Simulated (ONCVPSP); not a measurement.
# Lanthanum: generating and testing an ONCV potential

Do these settings give a usable potential? It is generated, then checked for transferability, scattering, ghosts and hardness.

Program: ONCVPSP 4.0.1.1 (patched build). Reference atom: PBE, scalar-relativistic, spherical and spin-unpolarised. All values are calculated.

### 1 Starting point

The settings as typed:

- element: lanthanum (La, Z = 57)
- type: optimised norm-conserving Vanderbilt (ONCV)
- frozen core: [Kr] 4d10
- valence charge: 11
- reference configuration: 5s2 5p6 5d1 6s1 (charge +1)
- partial waves: 5s+6s: rc 2.70 bohr, ncon 4, nbas 7, qcut 5.9 1/bohr, 2 projectors; 5p: rc 2.90 bohr, ncon 4, nbas 8, qcut 4 1/bohr, 2 projectors, debl 0.5 Ha; 5d: rc 4.00 bohr, ncon 3, nbas 7, qcut 3.6 1/bohr, 2 projectors, debl 1.6 Ha; f scattering state at 0.02 Ha: rc 3.75 bohr, ncon 5, nbas 8, qcut 2.7 1/bohr, 2 projectors, debl 1.8 Ha
- local potential: polynomial inside 2.55 bohr (lpopt 5, dvloc0 6 Ha)
- core correction: polynomial model core, fcfact 0.25

### 2 Generation

File La.dat:

```
# ATOM AND REFERENCE CONFIGURATION
# atsym  z   nc   nv     iexc    psfile
  La 57.00    9    4        4      upf
#
#   n    l    f
    1    0    2.00
    2    0    2.00
    2    1    6.00
    3    0    2.00
    3    1    6.00
    3    2   10.00
    4    0    2.00
    4    1    6.00
    4    2   10.00
    5    0    2.00
    5    1    6.00
    5    2    1.00
    6    0    1.00
#
# PSEUDOPOTENTIAL AND OPTIMIZATION
# lmax
    3
#
#   l,   rc,      ep,       ncon, nbas, qcut
    0    2.70    0.00    4    7    5.90
    1    2.90    0.00    4    8    4.00
    2    4.00    0.00    3    7    3.60
    3    3.75    0.02    5    8    2.70
#
# LOCAL POTENTIAL
# lloc, lpopt,  rc(5),   dvloc0
    4    5    2.55    6.00
#
# VANDERBILT-KLEINMAN-BYLANDER PROJECTORs
# l, nproj, debl
    0    2    3.30
    1    2    0.50
    2    2    1.60
    3    2    1.80
#
# MODEL CORE CHARGE
# icmod, fcfact, rcfact
    1    0.25    0.00
#
# LOG DERIVATIVE ANALYSIS
# epsh1, epsh2, depsh
   -3.00    5.00    0.02
#
# OUTPUT GRID
# rlmax, drl
    6.00    0.01
#
# TEST CONFIGURATIONS
# ncnf
    4
# nvcnf
#   n    l    f
    4
    5    0    2.00
    5    1    6.00
    5    2    1.00
    6    0    2.00
#
    4
    5    0    2.00
    5    1    6.00
    5    2    1.00
    6    0    0.00
#
    4
    5    0    2.00
    5    1    6.00
    5    2    0.00
    6    0    0.00
#
    4
    5    0    2.00
    5    1    6.00
    5    2    1.00
    6    0    1.50
#
```

Run with:

```
$ oncvpsp.x < La.dat > La.out
```

What does the calculation give? Wanted: cutoffs for 1 and 0.1 mHa per electron, occupied waves; bound ghosts; GHOST(+) flags; largest test error; largest phase difference near zero energy, channels read; rms error of d²Exc/dn², without and with the model core; projector energies reset by the program.

As calculated:

| quantity | value |
| --- | --- |
| cutoffs for 1 and 0.1 mHa per electron, occupied waves | 9.6 Ha and 12 Ha |
| bound ghosts | f at -26.99 eV |
| GHOST(+) flags | none at low energy |
| largest test error (AE − PS) | +87 meV, for 5s2 5p6 5d0 6s0 |
| largest phase difference near zero energy, channels read | 2.613 rad |
| rms error of d²Exc/dn², without and with the model core | 2.45 and 0.94 mHa |
| projector energies reset by the program | p: -1.036, 0.250 Ha; f: -0.374, 1.426 Ha |

In words: It has a bound ghost (f), a state that the atom doesn't have, and that rules the file out. The worst unpolarised test, 5s2 5p6 5d0 6s0, is off by 87 meV on 29.8 eV; by total energies transferability rates as fair. The potential is soft on the atom at that tolerance: the looser tolerance needs 9.6 Ha. That counts occupied waves only; other projectors can need more. Of the channels read, f scatters worst near zero energy, by up to 2.61 rad.
